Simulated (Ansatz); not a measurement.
**CH₂AlClS: up Jacob's ladder to CCSD(T)**

Aim: compute CH₂AlClS with functionals from several rungs and with coupled cluster, and see how far each lands from CCSD(T) at the basis-set limit for the atomisation energy.

The runs use Ansatz 0.2.0, Gaussian basis; functionals in def2-TZVPP, the program's frozen cores in correlated methods.

Plan: LDA (SPW92), PBE-D4, revPBE-D4, BLYP-D4, r2SCAN-D4, B97M-V, PBE0-D4, B3LYP-D4, r2SCANh-D4, r2SCAN0-D4, HSE06-D4, BHLYP-D4, CAM-B3LYP-D4, LC-ωPBE, ωB97X-V, ωB97M-V, B2PLYP, PBE-QIDH; CCSD(T)/def2-SVP; CCSD(T)/def2-TZVPP; MP2/def2-QZVPP; extrapolation to the limit; RPA on PBE.

## (1) The relaxed structure

The geometry comes from an earlier relaxation with PBE0-D4 in a triple-zeta def2 set; it is a stationary point.

6 atoms, charge 0, spin multiplicity 1.

Atoms are counted from 1 here; the program's logs count them from 0.

Bond lengths: Cl1–Al2 2.068 Å, Al2–C3 1.898 Å, Al2–S4 2.102 Å, C3–S4 1.933 Å, C3–H5 1.087 Å, C3–H6 1.087 Å. Angles: Cl1–Al2–C3 153.7°, Cl1–Al2–S4 148.8°, C3–Al2–S4 57.5°, Al2–C3–S4 66.6°, Al2–C3–H5 122.8°, Al2–C3–H6 122.8°, S4–C3–H5 110.8°, S4–C3–H6 110.8°, H5–C3–H6 111.5°, Al2–S4–C3 55.9°.

## (2) LDA

This LDA is Slater exchange with PW92 correlation.

Input file in.yaml:

```yaml
crystal:
  periodic: [false, false, false]
  atoms:
    - {symbol: Cl, position_ang: [-1.244978, -2.696171, 0.707940]}
    - {symbol: Al, position_ang: [-0.539067, -0.882036, 0.011069]}
    - {symbol: C, position_ang: [0.532687, 0.680386, 0.118356]}
    - {symbol: S, position_ang: [-0.559928, 0.605695, -1.474398]}
    - {symbol: H, position_ang: [1.588832, 0.689716, -0.138817]}
    - {symbol: H, position_ang: [0.264653, 1.538308, 0.729750]}
basis:
  gaussian: {orbitals: def2-TZVPP}
hamiltonian: {xc: lda}
output: {orbitals: {seedname: orbitals}}
```

Started as:

```
$ ansatz run in.yaml --threads 2 --pin off --events-out ev --progress --plain --max-ram 4352MiB
```

The runs that follow: PBE-D4 (GGA); revPBE-D4 (GGA); BLYP-D4 (GGA); r2SCAN-D4 (meta-GGA); B97M-V (meta-GGA); B3LYP-D4 (hybrid); r2SCANh-D4 (hybrid); r2SCAN0-D4 (hybrid); HSE06-D4 (hybrid); BHLYP-D4 (hybrid); CAM-B3LYP-D4 (range-separated); LC-ωPBE (range-separated); ωB97X-V (range-separated); ωB97M-V (range-separated); B2PLYP (double hybrid); PBE-QIDH (double hybrid); CCSD(T) in def2-SVP; CCSD(T) in def2-TZVPP; MP2 in def2-QZVPP; RPA on PBE orbitals.

**Question.** What will the summary of the whole plan be? Wanted: atomisation energy, CCSD(T)/CBS; farthest beyond LDA; mean size of error, GGA; mean size of error, meta-GGA; mean size of error, hybrid; mean size of error, range-separated; mean size of error, double hybrid; gap, smallest and largest; T1 diagnostic.

**Answer**, as computed:

| quantity | value |
| --- | --- |
| atomisation energy, CCSD(T)/CBS | 2025.4 kJ/mol |
| functionals within 10.1 kJ/mol (0.5 %) | PBE0-D4, ωB97X-V, PBE-QIDH |
| farthest beyond LDA | BHLYP-D4 (-85.2 kJ/mol) |
| mean size of error, GGA | 30.5 kJ/mol |
| mean size of error, meta-GGA | 32.2 kJ/mol |
| mean size of error, hybrid | 26.6 kJ/mol |
| mean size of error, range-separated | 16.0 kJ/mol |
| mean size of error, double hybrid | 20.2 kJ/mol |
| gap, smallest and largest | 3.56 eV (LDA (SPW92)), 10.51 eV (LC-ωPBE) |
| T1 diagnostic | 0.0118 |
| triples share of the correlation energy | 4.6 % |

LDA overbinds by 298.1 kJ/mol (15 %). PBE-D4 is off by +44.2 kJ/mol. Double hybrids carry the basis error of their MP2 part in triple zeta, and no dispersion term here, so their miss is partly the set-up's. By mean error the best rung here is range-separated (16.0 kJ/mol) and the worst beyond LDA is meta-GGA (32.2 kJ/mol). The gap between the best rungs is small, so their order is not settled. The reference freezes the cores and leaves out relativity and excitations past (T), so misses under about 10.1 kJ/mol can't be ranked. Hartree-Fock recovers 72 % of the binding; the rest is correlation. CCSD(T) in def2-SVP is off by -151.2 kJ/mol, so the small basis spoils what the method gains. The gap grows from 3.6 to 10.5 eV across the functionals, mostly with the share of exact exchange.
